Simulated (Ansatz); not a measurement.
# Cl2FIn: the cost of one run

All numbers below are computed with Ansatz 0.2.0 (RKS r2SCAN-D4/def2-SVP).

## (1) The structure to begin with

Bond lengths: F1–In2 2.049 Å, In2–Cl3 2.519 Å, In2–Cl4 2.330 Å. Angles: F1–In2–Cl3 97.3°, F1–In2–Cl4 102.2°, Cl3–In2–Cl4 145.5°.

As a file:

```xyz
4

F     0.3061    0.9396    1.4505
In   -0.3276   -0.2681   -0.0787
Cl    1.5262   -1.9677    0.0679
Cl   -1.4492    1.2359   -1.4600
```

## (2) End point A

Contents of input.yaml:

```yaml
crystal:
  periodic: [false, false, false]
  atoms:
    - { symbol: F, position_ang: [0.3061, 0.9396, 1.4505] }
    - { symbol: In, position_ang: [-0.3276, -0.2681, -0.0787] }
    - { symbol: Cl, position_ang: [1.5262, -1.9677, 0.0679] }
    - { symbol: Cl, position_ang: [-1.4492, 1.2359, -1.46] }
basis:
  gaussian: { orbitals: def2-SVP }
hamiltonian:
  xc: r2scan
  dispersion: d4
relax:
  f_tol: 0.015
  max_steps: 40
```

On the command line:

```bash
$ ansatz run input.yaml --threads 1 --pin off --max-ram 2048MiB --backend cpu --events-out ev --progress --plain --runs-dir out
```

**Question.** How long does this run take on 1 thread of an Arm CPU, shared host, and how much memory does it need?

About 35 s, with a peak of 0.14 GiB.
